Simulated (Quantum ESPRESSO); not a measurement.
# Cd2S (P3m1) in Quantum ESPRESSO: settings compared

Aim: see how the results for Cd2S move with the level of theory and the settings. Levels: PBEsol, LDA. Tasks: band structure, single point, equation of state.

Program: Quantum ESPRESSO 7.5. These are calculated values, not measurements. Logs are shortened: lines on timing, memory, paths and dates and some standing lists are left out, and cuts for length are marked.

### 1 The structure

It takes space group P3m1 (No. 156, trigonal). The conventional cell has a = 3.963 Å, b = 3.963 Å, c = 5.809 Å, α = 90.00°, β = 90.00°, γ = 120.00°. Cd (site symmetry 3m) is surrounded by 1 S at 2.52 Å. Cd (site symmetry 3m) has 3 S at 2.60 Å as nearest neighbours. S (site symmetry 3m) is surrounded by 4 Cd at 2.52 to 2.60 Å.

The cell comes from a database or a generator and needn't be the stable form of this composition.

### 2 Band structure, PBEsol

pw.in

```
&CONTROL
  calculation = 'scf'
  prefix = 'pwscf'
  outdir = './tmp'
  pseudo_dir = './pseudo'
  tprnfor = .true.
  tstress = .true.
  disk_io = 'low'
/
&SYSTEM
  ibrav = 0
  celldm(1) = 8
  nat = 3
  ntyp = 2
  ecutwfc = 45
  ecutrho = 360
  nbnd = 22
  occupations = 'smearing'
  smearing = 'fd'
  degauss = 0.00367493
/
&ELECTRONS
  conv_thr = 6d-10
  electron_maxstep = 120
  mixing_beta = 0.5
/
ATOMIC_SPECIES
Cd   112.4140 cd_pbesol_v1.uspp.F.UPF
S     32.0600 s_pbesol_v1.4.uspp.F.UPF
CELL_PARAMETERS alat
  0.9360451393584   0.0000000000000   0.0000000000000
 -0.4680225696792   0.8106388697852   0.0000000000000
  0.0000000000000   0.0000000000000   1.3722227356709
ATOMIC_POSITIONS crystal
Cd     0.3333333333    0.6666666667    0.9327170000
Cd     0.6666666667    0.3333333333    0.5787350000
S      0.3333333333    0.6666666667    0.3657050000
K_POINTS automatic
8 8 5 0 0 0
```

bands.in

```
&CONTROL
  calculation = 'bands'
  prefix = 'pwscf'
  outdir = './tmp'
  pseudo_dir = './pseudo'
  disk_io = 'low'
  verbosity = 'high'
/
&SYSTEM
  ibrav = 0
  celldm(1) = 8
  nat = 3
  ntyp = 2
  ecutwfc = 45
  ecutrho = 360
  nbnd = 22
  occupations = 'smearing'
  smearing = 'fd'
  degauss = 0.00367493
/
&ELECTRONS
  conv_thr = 1d-08
  electron_maxstep = 120
  mixing_beta = 0.5
  diago_full_acc = .true.
  startingwfc = 'random'
/
ATOMIC_SPECIES
Cd   112.4140 cd_pbesol_v1.uspp.F.UPF
S     32.0600 s_pbesol_v1.4.uspp.F.UPF
CELL_PARAMETERS alat
  0.9360451393584   0.0000000000000   0.0000000000000
 -0.4680225696792   0.8106388697852   0.0000000000000
  0.0000000000000   0.0000000000000   1.3722227356709
ATOMIC_POSITIONS crystal
Cd     0.3333333333    0.6666666667    0.9327170000
Cd     0.6666666667    0.3333333333    0.5787350000
S      0.3333333333    0.6666666667    0.3657050000
K_POINTS crystal
60
 0.0000000000  0.0000000000  0.0000000000 1
 0.0714285714  0.0000000000  0.0000000000 1
 0.1428571429  0.0000000000  0.0000000000 1
 0.2142857143  0.0000000000  0.0000000000 1
 0.2857142857  0.0000000000  0.0000000000 1
 0.3571428571  0.0000000000  0.0000000000 1
 0.4285714286  0.0000000000  0.0000000000 1
 0.5000000000  0.0000000000  0.0000000000 1
 0.4583333333  0.0833333333  0.0000000000 1
 0.4166666667  0.1666666667  0.0000000000 1
 0.3750000000  0.2500000000  0.0000000000 1
 0.3333333333  0.3333333333  0.0000000000 1
 0.2962962963  0.2962962963  0.0000000000 1
 0.2592592593  0.2592592593  0.0000000000 1
 0.2222222222  0.2222222222  0.0000000000 1
 0.1851851852  0.1851851852  0.0000000000 1
 0.1481481481  0.1481481481  0.0000000000 1
 0.1111111111  0.1111111111  0.0000000000 1
 0.0740740741  0.0740740741  0.0000000000 1
 0.0370370370  0.0370370370  0.0000000000 1
 0.0000000000  0.0000000000  0.0000000000 1
 0.0000000000  0.0000000000  0.1250000000 1
 0.0000000000  0.0000000000  0.2500000000 1
 0.0000000000  0.0000000000  0.3750000000 1
 0.0000000000  0.0000000000  0.5000000000 1
 0.0625000000  0.0000000000  0.5000000000 1
 0.1250000000  0.0000000000  0.5000000000 1
 0.1875000000  0.0000000000  0.5000000000 1
 0.2500000000  0.0000000000  0.5000000000 1
 0.3125000000  0.0000000000  0.5000000000 1
 0.3750000000  0.0000000000  0.5000000000 1
 0.4375000000  0.0000000000  0.5000000000 1
 0.5000000000  0.0000000000  0.5000000000 1
 0.4666666667  0.0666666667  0.5000000000 1
 0.4333333333  0.1333333333  0.5000000000 1
 0.4000000000  0.2000000000  0.5000000000 1
 0.3666666667  0.2666666667  0.5000000000 1
 0.3333333333  0.3333333333  0.5000000000 1
 0.3000000000  0.3000000000  0.5000000000 1
 0.2666666667  0.2666666667  0.5000000000 1
 0.2333333333  0.2333333333  0.5000000000 1
 0.2000000000  0.2000000000  0.5000000000 1
 0.1666666667  0.1666666667  0.5000000000 1
 0.1333333333  0.1333333333  0.5000000000 1
 0.1000000000  0.1000000000  0.5000000000 1
 0.0666666667  0.0666666667  0.5000000000 1
 0.0333333333  0.0333333333  0.5000000000 1
 0.0000000000  0.0000000000  0.5000000000 1
 0.5000000000  0.0000000000  0.5000000000 1
 0.5000000000  0.0000000000  0.4000000000 1
 0.5000000000  0.0000000000  0.3000000000 1
 0.5000000000  0.0000000000  0.2000000000 1
 0.5000000000  0.0000000000  0.1000000000 1
 0.5000000000  0.0000000000  0.0000000000 1
 0.3333333333  0.3333333333  0.0000000000 1
 0.3333333333  0.3333333333  0.1000000000 1
 0.3333333333  0.3333333333  0.2000000000 1
 0.3333333333  0.3333333333  0.3000000000 1
 0.3333333333  0.3333333333  0.4000000000 1
 0.3333333333  0.3333333333  0.5000000000 1
```

Potentials or basis: GBRV 1.5 PBEsol.

The run is started by

```sh
OMP_NUM_THREADS=1 mpirun -n 2 pw.x -nk 2 -in pw.in > pw.out
OMP_NUM_THREADS=1 mpirun -n 2 pw.x -nk 2 -in bands.in > bands.out
```

pw.out:

```text
This program is part of the open-source Quantum ESPRESSO suite
     for quantum simulation of materials; please cite
         "P. Giannozzi et al., J. Phys.:Condens. Matter 21 395502 (2009);
         "P. Giannozzi et al., J. Phys.:Condens. Matter 29 465901 (2017);
         "P. Giannozzi et al., J. Chem. Phys. 152 154105 (2020);
     in publications or presentations arising from this work. More details at

     Message from routine setup:
     using ibrav=0 with symmetry is DISCOURAGED, use correct ibrav instead

     K-points division:     npool     =       2
     Subspace diagonalization in iterative solution of the eigenvalue problem:
     a serial algorithm will be used

     G-vector sticks info
     --------------------
     sticks:   dense  smooth     PW     G-vecs:    dense   smooth      PW
     Sum        1393     685    199                61423    21695    3499

     Using Slab Decomposition

     bravais-lattice index     =            0
     lattice parameter (alat)  =       8.0000  a.u.
     unit-cell volume          =     533.1124 (a.u.)^3
     number of atoms/cell      =            3
     number of atomic types    =            2
     number of electrons       =        30.00
     number of Kohn-Sham states=           22
     kinetic-energy cutoff     =      45.0000  Ry
     charge density cutoff     =     360.0000  Ry
     scf convergence threshold =      6.0E-10
     mixing beta               =       0.5000
     number of iterations used =            8  plain     mixing
     Exchange-correlation= SLA  PW   PSX  PSC
                           (   1   4  10   8   0   0   0)

     celldm(1)=   8.000000  celldm(2)=   0.000000  celldm(3)=   0.000000
     celldm(4)=   0.000000  celldm(5)=   0.000000  celldm(6)=   0.000000

     crystal axes: (cart. coord. in units of alat)
               a(1) = (   0.936045   0.000000   0.000000 )
               a(2) = (  -0.468023   0.810639   0.000000 )
               a(3) = (   0.000000   0.000000   1.372223 )

     reciprocal axes: (cart. coord. in units 2 pi/alat)
               b(1) = (  1.068325  0.616797 -0.000000 )
               b(2) = (  0.000000  1.233595  0.000000 )
               b(3) = (  0.000000 -0.000000  0.728745 )

     PseudoPot. # 1 for Cd read from file:
     cd_pbesol_v1.uspp.F.UPF
     Pseudo is Ultrasoft + core correction, Zval = 12.0
     Generated by new atomic code, or converted to UPF format
     Using radial grid of  889 points,  6 beta functions with:
                l(1) =   0
                l(2) =   0
                l(3) =   1
                l(4) =   1
                l(5) =   2
                l(6) =   2
     Q(r) pseudized with  6 coefficients,  rinner =    1.000   1.000   1.000
                                                       1.000   1.000

     PseudoPot. # 2 for S  read from file:
     s_pbesol_v1.4.uspp.F.UPF
     Pseudo is Ultrasoft + core correction, Zval =  6.0
     Generated by new atomic code, or converted to UPF format
     Using radial grid of  907 points,  6 beta functions with:
                l(1) =   0
                l(2) =   0
                l(3) =   1
                l(4) =   1
                l(5) =   2
                l(6) =   2
     Q(r) pseudized with  8 coefficients,  rinner =    1.300   1.300   1.300
                                                       1.300   1.300

     atomic species   valence    mass     pseudopotential
     Cd               12.00   112.41400     Cd( 1.00)
     S                 6.00    32.06000     S ( 1.00)

      6 Sym. Ops. (no inversion) found

   Cartesian axes

     site n.     atom                  positions (alat units)
         1        Cd     tau(   1) = (  -0.0000000   0.5404259   1.2798955  )
         2        Cd     tau(   2) = (   0.4680226   0.2702130   0.7941533  )
         3        S      tau(   3) = (  -0.0000000   0.5404259   0.5018287  )

     number of k points=    40  Fermi-Dirac smearing, width (Ry)=  0.0037
                       cart. coord. in units 2pi/alat
        k(    1) = (   0.0000000   0.0000000   0.0000000), wk =   0.0062500
        k(    2) = (   0.0000000   0.0000000   0.1457489), wk =   0.0125000
        k(    3) = (   0.0000000   0.0000000   0.2914979), wk =   0.0125000
        k(    4) = (   0.0000000   0.1541994   0.0000000), wk =   0.0375000
        k(    5) = (   0.0000000   0.1541994   0.1457489), wk =   0.0375000
        k(    6) = (   0.0000000   0.1541994   0.2914979), wk =   0.0375000
[... 32 lines left out ...]
        k(   39) = (  -0.1335406  -0.5396978   0.1457489), wk =   0.0750000
        k(   40) = (  -0.1335406  -0.5396978   0.2914979), wk =   0.0750000

     Dense  grid:    61423 G-vectors     FFT dimensions: (  45,  45,  72)

     Smooth grid:    21695 G-vectors     FFT dimensions: (  32,  32,  48)

     Initial potential from superposition of free atoms

     starting charge      28.9999, renormalised to      30.0000

     negative rho (up, down):  4.378E-02 0.000E+00
     Starting wfcs are   22 randomized atomic wfcs

     Self-consistent Calculation

     iteration #  1     ecut=    45.00 Ry     beta= 0.50
     Davidson diagonalization with overlap
     ethr =  1.00E-02,  avg # of iterations =  4.9

     Threshold (ethr) on eigenvalues was too large:
     Diagonalizing with lowered threshold

     Davidson diagonalization with overlap
     ethr =  8.10E-04,  avg # of iterations =  1.2

     negative rho (up, down):  4.208E-02 0.000E+00

     total energy              =    -252.94551297 Ry
     estimated scf accuracy    <       0.23195411 Ry

     iteration #  2     ecut=    45.00 Ry     beta= 0.50
     Davidson diagonalization with overlap
     ethr =  7.73E-04,  avg # of iterations =  2.0

     negative rho (up, down):  4.261E-02 0.000E+00

     total energy              =    -253.00896293 Ry
     estimated scf accuracy    <       0.03630753 Ry

     iteration #  3     ecut=    45.00 Ry     beta= 0.50
     Davidson diagonalization with overlap
     ethr =  1.21E-04,  avg # of iterations =  2.6

     negative rho (up, down):  4.277E-02 0.000E+00

     total energy              =    -253.01693558 Ry
     estimated scf accuracy    <       0.00347355 Ry

     iteration #  4     ecut=    45.00 Ry     beta= 0.50
     Davidson diagonalization with overlap
     ethr =  1.16E-05,  avg # of iterations =  5.8
[... 46 lines left out ...]
     negative rho (up, down):  4.307E-02 0.000E+00

     total energy              =    -253.01757589 Ry
     estimated scf accuracy    <          7.2E-09 Ry

     iteration # 10     ecut=    45.00 Ry     beta= 0.50
     Davidson diagonalization with overlap
     ethr =  2.39E-11,  avg # of iterations =  2.8

     negative rho (up, down):  4.307E-02 0.000E+00

     total energy              =    -253.01757589 Ry
     estimated scf accuracy    <          1.8E-09 Ry

     iteration # 11     ecut=    45.00 Ry     beta= 0.50
     Davidson diagonalization with overlap
     ethr =  5.96E-12,  avg # of iterations =  3.9

     negative rho (up, down):  4.307E-02 0.000E+00

     End of self-consistent calculation

          k = 0.0000 0.0000 0.0000 (  2681 PWs)   bands (ev):

    -6.3286  -1.9811  -1.9811  -1.8952  -1.8952  -1.8096  -1.6449  -1.6055
    -1.6055  -1.2557  -1.2557   1.8208   2.6062   5.6216   5.6216   9.4127
    11.2807  13.0578  13.0578  14.5676  14.5677  16.1471

          k = 0.0000 0.0000 0.1457 (  2663 PWs)   bands (ev):

    -6.2906  -1.9968  -1.9866  -1.9866  -1.9094  -1.9094  -1.5835  -1.5835
    -1.5096  -1.2585  -1.2585   1.0017   3.8703   5.6487   5.6487   8.9799
    11.2047  12.9249  12.9249  14.3525  14.3525  15.9891

          k = 0.0000 0.0000 0.2915 (  2682 PWs)   bands (ev):

    -6.2259  -2.2045  -1.9922  -1.9922  -1.9335  -1.9335  -1.5481  -1.5481
    -1.3878  -1.2648  -1.2648   0.4284   5.6098   5.6937   5.6937   7.8283
    11.0208  12.6805  12.6805  14.2148  14.2148  15.1729

          k = 0.0000 0.1542 0.0000 (  2690 PWs)   bands (ev):

    -6.2750  -1.9883  -1.9792  -1.8928  -1.8613  -1.7644  -1.6566  -1.6008
    -1.5664  -1.3067  -1.2510   1.9685   2.7400   5.0478   5.4804   9.8788
    11.2723  12.1109  12.9694  13.4872  14.5812  15.9143

          k = 0.0000 0.1542 0.1457 (  2700 PWs)   bands (ev):

    -6.2379  -2.0257  -1.9835  -1.9319  -1.9038  -1.8725  -1.5861  -1.5687
    -1.4912  -1.3100  -1.2514   1.1795   3.9103   5.1316   5.5165   9.4175
    11.1272  12.1839  12.6057  13.3028  14.6740  15.7370
[... 165 lines left out ...]
    -6.1088  -2.0536  -1.9693  -1.9140  -1.8019  -1.8002  -1.5661  -1.5568
    -1.4401  -1.3815  -1.2585   1.6372   3.6231   4.7004   5.2055   8.8484
    10.7489  11.7826  12.2201  13.1753  14.3741  14.7827

          k = 0.0000-0.3084 0.2915 (  2713 PWs)   bands (ev):

    -6.0490  -2.1865  -1.9501  -1.9427  -1.8655  -1.8288  -1.5448  -1.5425
    -1.4248  -1.3058  -1.2714   1.1742   3.7854   5.2922   5.9742   8.4558
     9.9192  11.6352  11.6854  13.2470  14.3093  15.2653

          k = 0.0000-0.4626 0.1457 (  2715 PWs)   bands (ev):

    -5.9776  -2.0473  -1.9757  -1.9016  -1.7946  -1.6989  -1.5716  -1.5410
    -1.4181  -1.2631  -1.2538   2.0399   2.9711   4.9167   5.1699   7.3216
    10.4146  11.4302  11.6989  12.9408  14.4890  14.9747

          k = 0.0000-0.4626 0.2915 (  2709 PWs)   bands (ev):

    -5.9212  -2.1764  -1.9415  -1.9279  -1.8097  -1.7225  -1.6060  -1.5490
    -1.3952  -1.2710  -1.2252   1.9052   2.8560   5.0307   5.8256   7.6168
     9.9270  11.0582  11.7186  12.9238  13.8034  15.3172

          k =-0.1335-0.3855 0.1457 (  2718 PWs)   bands (ev):

    -6.0166  -2.0369  -1.9941  -1.8779  -1.8206  -1.7077  -1.5960  -1.5059
    -1.4477  -1.3365  -1.2384   1.9665   3.2241   4.6540   5.0615   8.2407
    10.4499  10.9083  12.1899  13.1757  13.7794  15.0670

          k =-0.1335-0.3855 0.2915 (  2720 PWs)   bands (ev):

    -5.9592  -2.1686  -1.9627  -1.9087  -1.8587  -1.7279  -1.6045  -1.5160
    -1.4276  -1.3113  -1.2207   1.6496   3.2403   4.8327   6.0158   8.2159
     9.9891  10.1821  11.9849  13.2972  14.4458  15.4847

          k =-0.1335-0.5397 0.1457 (  2721 PWs)   bands (ev):

    -5.9236  -2.0287  -1.9960  -1.8659  -1.8169  -1.6693  -1.5798  -1.5464
    -1.4031  -1.2896  -1.1232   2.0705   3.0117   4.3993   5.6569   6.8798
     9.9697  10.7320  11.6354  13.3513  14.1264  15.2477

          k =-0.1335-0.5397 0.2915 (  2725 PWs)   bands (ev):

    -5.8684  -2.1505  -1.9693  -1.9005  -1.8176  -1.6673  -1.6030  -1.5698
    -1.4009  -1.3100  -1.1087   2.2181   2.7260   4.5625   5.6767   7.5989
     9.6140  10.4716  12.0572  12.6918  14.8359  15.3851

     the Fermi energy is     6.4003 ev

!    total energy              =    -253.01757589 Ry
     estimated scf accuracy    <          2.3E-11 Ry
     smearing contrib. (-TS)   =      -0.00012350 Ry
     internal energy E=F+TS    =    -253.01745239 Ry

     The total energy is F=E-TS. E is the sum of the following terms:
     one-electron contribution =     -73.93769887 Ry
     hartree contribution      =      60.75149733 Ry
     xc contribution           =     -86.32190364 Ry
     ewald contribution        =    -153.50934721 Ry

     convergence has been achieved in  11 iterations

     negative rho (up, down):  4.307E-02 0.000E+00

     Forces acting on atoms (cartesian axes, Ry/au):

     atom    1 type  1   force =     0.00000000    0.00000000    0.00051123
     atom    2 type  1   force =     0.00000000    0.00000000   -0.00442502
     atom    3 type  2   force =     0.00000000    0.00000000    0.00391380

     Total force =     0.005930     Total SCF correction =     0.000006

     Computing stress (Cartesian axis) and pressure

     negative rho (up, down):  4.307E-02 0.000E+00
          total   stress  (Ry/bohr**3)                   (kbar)     P=      -28.39
  -0.00017592  -0.00000000   0.00000000          -25.88       -0.00        0.00
   0.00000000  -0.00017592   0.00000000            0.00      -25.88        0.00
   0.00000000   0.00000000  -0.00022721            0.00        0.00      -33.42

=------------------------------------------------------------------------------=
   JOB DONE.
=------------------------------------------------------------------------------=
```

Run time: 81 s. Hardware: 2 MPI ranks of Arm Neoverse V1, shared host; peak memory 0.36 GiB.

Results:

```yaml
Free_energy: -3442.4795 eV
Pressure: -2.8 GPa
Largest_force: 0.114 eV/Å
Band_gap_along_the_path: none (metal or under the smearing width)
```

Forces in eV/Å, atoms in the order of the input:
```
Cd   0.000  0.000  0.013
Cd   0.000  0.000 -0.114
S    0.000  0.000  0.101
```

Levels at the corners of the path, in eV from the Fermi level:
```csv
point,band 12,band 13,band 14,band 15,band 16,band 17,band 18,band 19
Γ,-4.58,-3.79,-0.78,-0.78,3.01,4.88,6.66,6.66
M,-4.57,-3.09,-1.67,-1.35,0.47,3.02,4.57,5.71
K,-4.26,-3.07,-2.87,-0.51,0.75,2.42,4.00,4.60
Γ,-4.58,-3.79,-0.78,-0.78,3.01,4.88,6.66,6.66
A,-6.05,-0.70,-0.70,-0.29,1.00,4.58,6.24,6.24
L,-4.16,-3.81,-1.45,-1.09,1.50,3.21,4.35,5.53
H,-3.94,-3.43,-2.66,-0.44,0.99,1.98,5.00,5.51
A,-6.05,-0.70,-0.70,-0.29,1.00,4.58,6.24,6.24
L,-4.16,-3.81,-1.45,-1.09,1.50,3.21,4.35,5.53
M,-4.57,-3.09,-1.67,-1.35,0.47,3.02,4.57,5.71
K,-4.26,-3.07,-2.87,-0.51,0.75,2.42,4.00,4.60
H,-3.94,-3.43,-2.66,-0.44,0.99,1.98,5.00,5.51
```

[end of part 1 of 2]
